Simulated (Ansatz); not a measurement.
# F6Mo: the cost of one run

All numbers below are computed with Ansatz 0.2.0 (RHF/def2-SVP).

**1. The structure to begin with**

Bond lengths: Mo1–F2 1.770 Å, Mo1–F3 1.770 Å, Mo1–F4 1.770 Å, Mo1–F5 1.770 Å, Mo1–F6 1.770 Å, Mo1–F7 1.770 Å. Angles (14 of 15 angles, heavy atoms first): F2–Mo1–F3 90.0°, F2–Mo1–F4 90.0°, F2–Mo1–F5 90.0°, F2–Mo1–F6 90.0°, F2–Mo1–F7 180.0°, F3–Mo1–F4 90.0°, F3–Mo1–F5 180.0°, F3–Mo1–F6 90.0°, F3–Mo1–F7 90.0°, F4–Mo1–F5 90.0°, F4–Mo1–F6 180.0°, F4–Mo1–F7 90.0°, F5–Mo1–F6 90.0°, F5–Mo1–F7 90.0°.

Coordinates:

```xyz
7

Mo    0.0000    0.0000    0.0000
F     0.0000    0.0000    1.7700
F     1.7700    0.0000    0.0000
F     0.0000    1.7700    0.0000
F    -1.7700    0.0000    0.0000
F     0.0000   -1.7700    0.0000
F     0.0000    0.0000   -1.7700
```

**2. Preparing the start**

input.yaml reads:

```yaml
crystal:
  periodic: [false, false, false]
  atoms:
    - { symbol: Mo, position_ang: [0.0, 0.0, 0.0] }
    - { symbol: F, position_ang: [0.0, 0.0, 1.77] }
    - { symbol: F, position_ang: [1.77, 0.0, 0.0] }
    - { symbol: F, position_ang: [0.0, 1.77, 0.0] }
    - { symbol: F, position_ang: [-1.77, 0.0, 0.0] }
    - { symbol: F, position_ang: [0.0, -1.77, 0.0] }
    - { symbol: F, position_ang: [0.0, 0.0, -1.77] }
basis:
  gaussian: { orbitals: def2-SVP }
hamiltonian:
  xc: hf
relax:
  f_tol: 0.02
  max_steps: 40
output:
  orbitals: {}
```

On the command line:

```bash
$ ansatz run input.yaml --threads 2 --pin off --max-ram 3072MiB --backend cpu --events-out ev --progress --plain --runs-dir out
```

Q: Estimate wall time and peak memory on 2 threads of Arm Neoverse V1, shared host.

About 8.8 s, with a peak of 0.26 GiB.
